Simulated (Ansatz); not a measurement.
# MoS2: further runs on the relaxed cell

This session takes MoS2 and sets out to measure the bulk modulus from energies at several volumes.

Computed with Ansatz 0.2.0 (DFT PBE, scalar-relativistic, plane waves, PAW, unless a step's input says otherwise).

**1. The system as given**

It takes space group P6_3/mmc (No. 194, hexagonal). Conventional cell: a = 3.185 Å, b = 3.185 Å, c = 14.739 Å, α = 90.00°, β = 90.00°, γ = 120.00°. Mo (site symmetry -6m2) is surrounded by 6 S at 2.41 Å. S (site symmetry 3m) is surrounded by 3 Mo at 2.41 Å.

As a file:

```
Mo S
1.0
     3.18531    0.00000    0.00000
    -1.59266    2.75856    0.00000
     0.00000    0.00000   14.73931
Mo S
2 4
Direct
  0.33333 0.66667 0.25000
  0.66667 0.33333 0.75000
  0.33333 0.66667 0.64401
  0.66667 0.33333 0.14401
  0.33333 0.66667 0.85599
  0.66667 0.33333 0.35599
```

This cell was relaxed beforehand with the same method: volume 21.59 Å³/atom, gap on the mesh 1.44 eV.

**2. Volume × 0.97**

Input file input.yaml:

```yaml
crystal:
  lattice:
    - [3.153133068, 0.0, 0.0]
    - [-1.576566534, 2.7306933384, 0.0]
    - [0.0, 0.0, 14.5904216193]
  atoms:
    - { symbol: Mo, position: [0.3333333333, 0.6666666667, 0.25] }
    - { symbol: Mo, position: [0.6666666667, 0.3333333333, 0.75] }
    - { symbol: S, position: [0.3333333333, 0.6666666667, 0.6440064111] }
    - { symbol: S, position: [0.6666666667, 0.3333333333, 0.1440064111] }
    - { symbol: S, position: [0.3333333333, 0.6666666667, 0.8559935889] }
    - { symbol: S, position: [0.6666666667, 0.3333333333, 0.3559935889] }
basis:
  ecutwfc: 420
kpoints:
  mp_grid: { grid: [12, 12, 2] }
hamiltonian:
  xc: pbe
scf:
  occupations: { method: gaussian, width: 0.02 }
output:
  forces: true
  stress: true
  eigenvalues: true
relax:
  adjacent_minimum: "off"
  f_tol: 0.01
  max_steps: 30
  cell: { stress_tol: 0.1, fix: [volume] }
```

The run is started by

```console
ansatz run input.yaml --threads 2 --pin off --max-ram 5120MiB --backend cpu --events-out ev --progress --plain --runs-dir out
```

The program printed, cut to the lines that bear on the results:

```text
Warning: RAYON_NUM_THREADS=2 ignored (pool sized by the plan → 2); use --threads N
[...]
Pseudopotentials: kind: paw
Pseudopotential: Mo, paw, valence charge 14, recommended cutoff 420 eV (normal), Mo.paw.azcp
Pseudopotential: S, paw, valence charge 6, recommended cutoff 420 eV (normal), S.paw.azcp
Functional definition: PBE
[...]
Crystal: 6 atoms, lattice volume = 125.627 Å³
Basis set: ecut = 420 eV, 2401 PW (Γ), exchange–correlation on 48×48×200 points (8 copies of the dense FFT grid, shifted against one another)
Bands: 32, of which v1, the nominal top of the filled ones, is band 26 counted from 1 (25 counted from 0)
Symmetry: 24 space group operations
Space group: P63/mmc (ITA 194), of the structure as read, at distance tolerance 5.0e-5 Å
k-points: 38 of 288
[...]
SCF iter   1: F=—  HF=-13525.583617 eV  |F-HF|=—  |Δ(HF+E_count)|=         —  Δρ=5.35e-3  dr2=2.36e-2  ethr=1.77e-3  ⟨swp⟩=8.4  Hψ=6181  notcnv=0
[...]
relax step   1: F+E_penalty+E_count = -13525.59507182 eV  Δ(F+E_penalty+E_count) = +0.000e0 eV  max|allowed force component| = 5.194e-1 eV/Å  Δτ_max = 0.0000 Å  P = +3.905 GPa  Ω = 125.627 Å³  fix = [volume]  reactions: volume +3.905 GPa  (7 SCF iters, dr2 threshold 1.00e-7 eV, accepted)
[...]
E sigma→0 (E₀):  -13525.640318 eV
Fermi energy:    8.818526 eV
[...]
--- Forces (eV/Å), atoms counted from 1 ---
  atom   1  Mo     0.00000000     0.00000000     0.00000000
  atom   2  Mo     0.00000000    -0.00000000    -0.00000000
  atom   3  S     -0.00000000    -0.00000000     0.00045974
  atom   4  S     -0.00000000     0.00000000     0.00045974
  atom   5  S     -0.00000000    -0.00000000    -0.00045974
  atom   6  S      0.00000000     0.00000000    -0.00045974
[...]
--- Stress (GPa, compression-positive) ---
        0.073858       0.000000       0.000000
       -0.000000       0.073858       0.000000
        0.000000       0.000000       0.075973
  P = ⅓ Tr σ = 0.0746 GPa (0.746 kbar)
--- Band table (eV; the first three rows and the last of 38) ---
[...]
--- Relaxed structure (4 steps of the walk, 4 accepted, 1 SCFs on fresh bases) ---
  F+E_penalty+E_count = -13525.64031752 eV   max|allowed force component| = 4.597e-4 eV/Å   (the final SCF, on the basis selected at the relaxed cell)
  cell:  # Å, volume = 125.6270 Å³
    - [3.1843530399668034, -2.1016989942838662e-32, 8.083457670322563e-34]
    - [-1.5921765199834017, 2.7577306272294555, -4.954014358297666e-19]
    - [3.7404401593046655e-33, -2.6469892162248627e-18, 14.305729825012646]
  atoms:
    - { symbol: Mo, position: [0.3333333333333333, 0.6666666666666666, 0.25] }
    - { symbol: Mo, position: [0.6666666666666665, 0.3333333333333333, 0.75] }
    - { symbol: S, position: [0.3333333333333333, 0.6666666666666666, 0.6407631383129306] }
    - { symbol: S, position: [0.6666666666666665, 0.3333333333333333, 0.1407631383129306] }
    - { symbol: S, position: [0.3333333333333333, 0.6666666666666666, 0.8592368616870695] }
    - { symbol: S, position: [0.6666666666666665, 0.3333333333333333, 0.35923686168706936] }
```

Run time: 32 s. Hardware: 2 threads of Intel Xeon Platinum 8259CL at 2.50GHz (Skylake/Cascade Lake), shared host; peak memory 0.54 GiB.

The steps of the relaxation:

```
step  E - E(step 1) (eV/cell)  largest force component (eV/Å)  pressure (GPa)  volume (Å³)
   1                   0.0000                          0.5194            3.90       125.63
   2                  -0.0447                          0.0684           -0.18       125.63
   3                  -0.0450                          0.0220            0.04       125.63
   4                  -0.0453                          0.0004            0.07       125.63
   5                  -0.0452                          0.0005            0.07       125.63
```

Step 1 is the start. Step 5 repeats the geometry before it on a plane-wave basis chosen anew for that cell, so its energy need not be comparable with the rows above.

|  | before | after | change |
| --- | --- | --- | --- |
| a (Å) | 3.153 | 3.184 | +1.0 % |
| b (Å) | 3.153 | 3.184 | +1.0 % |
| c (Å) | 14.590 | 14.306 | -2.0 % |
| volume (Å³/atom) | 20.94 | 20.94 | 0.0 % |
| shortest distance (Å) | 2.389 | 2.413 | +1.0 % |
| space group (0.01 Å) | P6_3/mmc | P6_3/mmc | same |

Forces and stress were held to the start's 24 operations: a distortion of lower symmetry was not tested.

**3. Point at V/V0 = 1.03**

Edit input.yaml of step 2 so:

```diff
@@ -2,5 +2,5 @@
   lattice:
-    - [3.153133068, 0.0, 0.0]
-    - [-1.576566534, 2.7306933384, 0.0]
-    - [0.0, 0.0, 14.5904216193]
+    - [3.2168498927, 0.0, 0.0]
+    - [-1.6084249464, 2.7858737273, 0.0]
+    - [0.0, 0.0, 14.8852570471]
   atoms:
```

The run is started by

```console
ansatz run input.yaml --threads 2 --pin off --max-ram 5120MiB --backend cpu --events-out ev --progress --plain --runs-dir out
```

The program printed, cut to the lines that bear on the results:

```text
Warning: RAYON_NUM_THREADS=2 ignored (pool sized by the plan → 2); use --threads N
[...]
[... 4 set-up lines as earlier in the session ...]
[...]
Crystal: 6 atoms, lattice volume = 133.398 Å³
Basis set: ecut = 420 eV, 2653 PW (Γ), exchange–correlation on 48×48×200 points (8 copies of the dense FFT grid, shifted against one another)
Bands: 32, of which v1, the nominal top of the filled ones, is band 26 counted from 1 (25 counted from 0)
[... 1 set-up line as earlier in the session ...]
Space group: P63/mmc (ITA 194), of the structure as read, at distance tolerance 5.1e-5 Å
k-points: 38 of 288
[...]
SCF iter   1: F=—  HF=-13525.586332 eV  |F-HF|=—  |Δ(HF+E_count)|=         —  Δρ=4.75e-3  dr2=9.11e-3  ethr=1.77e-3  ⟨swp⟩=8.1  Hψ=6046  notcnv=0
[...]
--- Band table (eV; the first three rows and the last of 38) ---
[...]
--- Relaxed structure (4 steps of the walk, 4 accepted, 1 SCFs on fresh bases) ---
  F+E_penalty+E_count = -13525.64093700 eV   max|allowed force component| = 2.732e-3 eV/Å   (the final SCF, on the basis selected at the relaxed cell)
  cell:  # Å, volume = 133.3978 Å³
    - [3.184783414348256, 2.857982599516483e-11, -5.37549935076214e-33]
    - [-1.592391707198879, 2.758103342362642, 3.3527952462503805e-33]
    - [-2.487392705933412e-32, 3.553418151333446e-33, 15.18651505082086]
  atoms:
    - { symbol: Mo, position: [0.33333333333333337, 0.6666666666666667, 0.25] }
    - { symbol: Mo, position: [0.6666666666666667, 0.3333333333333333, 0.7500000000000001] }
    - { symbol: S, position: [0.33333333333333337, 0.6666666666666667, 0.6471046286612722] }
    - { symbol: S, position: [0.6666666666666667, 0.3333333333333333, 0.14710462866127205] }
    - { symbol: S, position: [0.33333333333333337, 0.6666666666666667, 0.8528953713387281] }
    - { symbol: S, position: [0.6666666666666667, 0.3333333333333333, 0.35289537133872806] }
```

It took 31 s on 2 threads of Intel Xeon Platinum 8259CL at 2.50GHz (Skylake/Cascade Lake), shared host; peak memory 0.55 GiB.

Relaxation path:

```
step  E - E(step 1) (eV/cell)  largest force component (eV/Å)  pressure (GPa)  volume (Å³)
   1                   0.0000                          0.4526           -3.30       133.40
   2                  -0.0378                          0.1602            0.55       133.40
   3                  -0.0400                          0.0461           -0.02       133.40
   4                  -0.0406                          0.0027            0.00       133.40
   5                  -0.0406                          0.0027            0.00       133.40
```

Step 1 is the start. Step 5 repeats the geometry before it on a plane-wave basis chosen anew for that cell, so its energy need not be comparable with the rows above.

|  | before | after | change |
| --- | --- | --- | --- |
| a (Å) | 3.217 | 3.185 | -1.0 % |
| b (Å) | 3.217 | 3.185 | -1.0 % |
| c (Å) | 14.885 | 15.187 | +2.0 % |
| volume (Å³/atom) | 22.23 | 22.23 | 0.0 % |
| shortest distance (Å) | 2.437 | 2.413 | -1.0 % |
| space group (0.01 Å) | P6_3/mmc | P6_3/mmc | same |

The run keeps the 24 symmetry operations of the start, so it could not have lowered the symmetry.

**4. The cell scaled to 0.94 of its volume**

Input file input.yaml:

```yaml
crystal:
  lattice:
    - [3.1511802834, 0.0, 0.0]
    - [-1.5755901417, 2.7290021774, 0.0]
    - [0.0, 0.0, 14.1567009684]
  atoms:
    - { symbol: Mo, position: [0.3333333333, 0.6666666667, 0.25] }
    - { symbol: Mo, position: [0.6666666667, 0.3333333333, 0.75] }
    - { symbol: S, position: [0.3333333333, 0.6666666667, 0.6407631383] }
    - { symbol: S, position: [0.6666666667, 0.3333333333, 0.1407631383] }
    - { symbol: S, position: [0.3333333333, 0.6666666667, 0.8592368617] }
    - { symbol: S, position: [0.6666666667, 0.3333333333, 0.3592368617] }
basis:
  ecutwfc: 420
kpoints:
  mp_grid: { grid: [12, 12, 2] }
hamiltonian:
  xc: pbe
scf:
  occupations: { method: gaussian, width: 0.02 }
output:
  forces: true
  stress: true
  eigenvalues: true
  write_density: true
  write_potential: true
  elf: true
  volumetric_format: npy
relax:
  adjacent_minimum: "off"
  f_tol: 0.01
  max_steps: 30
  cell: { stress_tol: 0.1, fix: [volume] }
```

The run is started by

```console
ansatz run input.yaml --threads 2 --pin off --max-ram 5120MiB --backend cpu --events-out ev --progress --plain --runs-dir out
```

The program printed, cut to the lines that bear on the results:

```text
Warning: RAYON_NUM_THREADS=2 ignored (pool sized by the plan → 2); use --threads N
[...]
[... 4 set-up lines as earlier in the session ...]
[...]
Crystal: 6 atoms, lattice volume = 121.742 Å³
Basis set: ecut = 420 eV, 2351 PW (Γ), exchange–correlation on 48×48×192 points (8 copies of the dense FFT grid, shifted against one another)
Bands: 32, of which v1, the nominal top of the filled ones, is band 26 counted from 1 (25 counted from 0)
[... 2 set-up lines as earlier in the session ...]
k-points: 38 of 288
[...]
SCF iter   1: F=—  HF=-13525.578449 eV  |F-HF|=—  |Δ(HF+E_count)|=         —  Δρ=5.49e-3  dr2=2.59e-2  ethr=1.77e-3  ⟨swp⟩=8.3  Hψ=6212  notcnv=0
[...]
--- Band table (eV; the first three rows and the last of 38) ---
[...]
--- Relaxed structure (4 steps of the walk, 4 accepted, 1 SCFs on fresh bases) ---
  F+E_penalty+E_count = -13525.63693633 eV   max|allowed force component| = 2.054e-5 eV/Å   (the final SCF, on the basis selected at the relaxed cell)
  cell:  # Å, volume = 121.7417 Å³
    - [3.183042139174422, -5.2246361851999476e-33, 1.020436754921865e-34]
    - [-1.591521069587211, 2.7565953538414125, 2.630402561670466e-35]
    - [4.584319746002865e-34, 4.011279777752507e-34, 13.874705805757596]
  atoms:
    - { symbol: Mo, position: [0.3333333333333333, 0.6666666666666666, 0.25] }
    - { symbol: Mo, position: [0.6666666666666666, 0.3333333333333333, 0.7499999999999999] }
    - { symbol: S, position: [0.3333333333333333, 0.6666666666666666, 0.6373606956195049] }
    - { symbol: S, position: [0.6666666666666666, 0.3333333333333333, 0.1373606956195049] }
    - { symbol: S, position: [0.3333333333333333, 0.6666666666666666, 0.8626393043804951] }
    - { symbol: S, position: [0.6666666666666666, 0.3333333333333333, 0.36263930438049513] }
```

Run time: 33 s. Hardware: 2 threads of Intel Xeon Platinum 8259CL at 2.50GHz (Skylake/Cascade Lake), shared host; peak memory 0.5 GiB.

Step by step:

```csv
step,energy from step 1 (eV/cell),largest force component (eV/Å),pressure (GPa),volume (Å³)
1,0.0000,0.5307,4.23,121.74
2,-0.0470,0.0655,-0.09,121.74
3,-0.0473,0.0166,0.18,121.74
4,-0.0474,0.0000,0.21,121.74
5,-0.0474,0.0000,0.21,121.74
```

Step 1 is the start. Step 5 repeats the geometry before it on a plane-wave basis chosen anew for that cell, so its energy need not be comparable with the rows above.

|  | before | after | change |
| --- | --- | --- | --- |
| a (Å) | 3.151 | 3.183 | +1.0 % |
| b (Å) | 3.151 | 3.183 | +1.0 % |
| c (Å) | 14.157 | 13.875 | -2.0 % |
| volume (Å³/atom) | 20.29 | 20.29 | 0.0 % |
| shortest distance (Å) | 2.388 | 2.412 | +1.0 % |
| space group (0.01 Å) | P6_3/mmc | P6_3/mmc | same |

Forces and stress were held to the start's 24 operations: a distortion of lower symmetry was not tested.

Density in a lattice plane of the grid's cell (edges 3.18 and 13.87 Å, at 0.333 of the third edge), which holds Mo and S.

Ten even steps from '0' (0.01 e/Å³) to '9' (6.48 e/Å³):
```
000000
000000
000000
000141
000696
000141
000000
000000
000000
000000
000000
000111
000101
000010
010000
000010
000101
000111
000000
000000
```
Columns run along the first of these edges and rows up along the second, over one cell in 6 and 20 even steps from the bottom left corner. Atoms in the plane (fractional): Mo at (0.67, 0.75), S at (0.67, 0.14), S at (0.67, 0.36).

ELF in the same plane.

Values, 12 rows by 6 columns:
```
0.59 0.75 0.57 0.14 0.03 0.13
0.64 0.73 0.62 0.26 0.21 0.25
0.21 0.27 0.24 0.75 0.38 0.73
0.64 0.73 0.62 0.26 0.21 0.25
0.59 0.75 0.57 0.14 0.03 0.13
0.01 0.01 0.01 0.02 0.05 0.02
0.59 0.06 0.57 0.92 0.94 0.91
0.64 0.17 0.63 0.78 0.35 0.77
0.21 0.41 0.24 0.18 0.19 0.18
0.64 0.17 0.63 0.78 0.35 0.77
0.59 0.06 0.57 0.92 0.94 0.91
0.01 0.01 0.01 0.02 0.05 0.02
```
Columns run along the first of these edges and rows up along the second, over one cell in 6 and 12 even steps from the bottom left corner. Atoms in the plane (fractional): Mo at (0.67, 0.75), S at (0.67, 0.14), S at (0.67, 0.36).

Both are smooth fields of the valence electrons: close to the nuclei they are not physical.

Outside the cores ELF peaks at 0.95 beside S, off the lines to its neighbours, 0.9 Å from S; 0.87 on the S–Mo line, 0.8 Å from S.

**5. The cell scaled to 1.06 of its volume**

Input file input.yaml:

```yaml
crystal:
  lattice:
    - [3.2154082105, 0.0, 0.0]
    - [-1.6077041053, 2.7846251938, 0.0]
    - [0.0, 0.0, 15.3325481925]
  atoms:
    - { symbol: Mo, position: [0.3333333333, 0.6666666667, 0.25] }
    - { symbol: Mo, position: [0.6666666667, 0.3333333333, 0.75] }
    - { symbol: S, position: [0.3333333333, 0.6666666667, 0.6471046287] }
    - { symbol: S, position: [0.6666666667, 0.3333333333, 0.1471046287] }
    - { symbol: S, position: [0.3333333333, 0.6666666667, 0.8528953713] }
    - { symbol: S, position: [0.6666666667, 0.3333333333, 0.3528953713] }
basis:
  ecutwfc: 420
kpoints:
  mp_grid: { grid: [12, 12, 2] }
hamiltonian:
  xc: pbe
scf:
  occupations: { method: gaussian, width: 0.02 }
output:
  forces: true
  stress: true
  eigenvalues: true
relax:
  adjacent_minimum: "off"
  f_tol: 0.01
  max_steps: 30
  cell: { stress_tol: 0.1, fix: [volume] }
```

The run is started by

```console
ansatz run input.yaml --threads 2 --pin off --max-ram 5120MiB --backend cpu --events-out ev --progress --plain --runs-dir out
```

The program printed, cut to the lines that bear on the results:

```text
Warning: RAYON_NUM_THREADS=2 ignored (pool sized by the plan → 2); use --threads N
[...]
[... 4 set-up lines as earlier in the session ...]
[...]
Crystal: 6 atoms, lattice volume = 137.283 Å³
Basis set: ecut = 420 eV, 2751 PW (Γ), exchange–correlation on 48×48×216 points (8 copies of the dense FFT grid, shifted against one another)
Bands: 32, of which v1, the nominal top of the filled ones, is band 26 counted from 1 (25 counted from 0)
[... 1 set-up line as earlier in the session ...]
Space group: P63/mmc (ITA 194), of the structure as read, at distance tolerance 5.2e-5 Å
k-points: 38 of 288
[...]
SCF iter   1: F=—  HF=-13525.587414 eV  |F-HF|=—  |Δ(HF+E_count)|=         —  Δρ=4.65e-3  dr2=7.46e-3  ethr=1.77e-3  ⟨swp⟩=8.1  Hψ=6040  notcnv=0
[...]
        0.000000       0.000000      -0.028771
  P = ⅓ Tr σ = -0.0152 GPa (-0.152 kbar)
--- Band table (eV; the first three rows and the last of 38) ---
[...]
--- Relaxed structure (4 steps of the walk, 4 accepted, 1 SCFs on fresh bases) ---
  F+E_penalty+E_count = -13525.63997241 eV   max|allowed force component| = 2.498e-3 eV/Å   (the final SCF, on the basis selected at the relaxed cell)
  cell:  # Å, volume = 137.2831 Å³
    - [3.1849612882714915, 2.8594100815035355e-11, 0.0]
    - [-1.592480644160509, 2.758257385698827, 0.0]
    - [0.0, 0.0, 15.627095099652818]
  atoms:
    - { symbol: Mo, position: [0.33333333333333337, 0.6666666666666666, 0.25] }
    - { symbol: Mo, position: [0.6666666666666665, 0.3333333333333333, 0.75] }
    - { symbol: S, position: [0.33333333333333337, 0.6666666666666666, 0.6500068759094223] }
    - { symbol: S, position: [0.6666666666666665, 0.3333333333333333, 0.15000687590942227] }
    - { symbol: S, position: [0.33333333333333337, 0.6666666666666666, 0.8499931240905778] }
    - { symbol: S, position: [0.6666666666666665, 0.3333333333333333, 0.3499931240905777] }
```

Wall time 30 s (2 threads of Intel Xeon Platinum 8259CL at 2.50GHz (Skylake/Cascade Lake), shared host); peak memory 0.55 GiB.

Relaxation path:

```
step  E - E(step 1) (eV/cell)  largest force component (eV/Å)  pressure (GPa)  volume (Å³)
   1                   0.0000                          0.4422           -3.12       137.28
   2                  -0.0350                          0.1598            0.48       137.28
   3                  -0.0373                          0.0420           -0.03       137.28
   4                  -0.0378                          0.0025           -0.02       137.28
   5                  -0.0378                          0.0025           -0.02       137.28
```

Step 1 is the start. Step 5 repeats the geometry before it on a plane-wave basis chosen anew for that cell, so its energy need not be comparable with the rows above.

|  | before | after | change |
| --- | --- | --- | --- |
| a (Å) | 3.215 | 3.185 | -0.9 % |
| b (Å) | 3.215 | 3.185 | -0.9 % |
| c (Å) | 15.333 | 15.627 | +1.9 % |
| volume (Å³/atom) | 22.88 | 22.88 | 0.0 % |
| shortest distance (Å) | 2.436 | 2.413 | -0.9 % |
| space group (0.01 Å) | P6_3/mmc | P6_3/mmc | same |

Forces and stress were held to the start's 24 operations: a distortion of lower symmetry was not tested.

**6. Equation of state**

```
volume (Å³/atom)  energy above the lowest point (meV/atom)  pressure (GPa)  gap on the mesh (eV)
          20.290                                       0.7            0.21                  1.33
          20.938                                       0.2            0.07                  1.39
          21.585                                       0.0            0.01                  1.44
          22.233                                       0.1            0.00                  1.48
          22.881                                       0.2           -0.02                  1.52
```

**7. Summary of results**

| quantity | value |
| --- | --- |
| equilibrium volume of the fit | 21.67 Å³/atom |
| bulk modulus | 2 GPa |
| its pressure derivative | 22.3 |

What this shows: The fit puts the minimum at 21.67 Å³/atom with B = 2 GPa and B' = 22.3. B' = 22.3 lies outside the usual range of about 3 to 6, so take the fit with care. The gap on the mesh goes from 1.33 eV at the smallest volume to 1.52 eV at the largest. Layers here are held mostly by dispersion, which this level lacks, so their spacing and the stiffness across them are unreliable there.
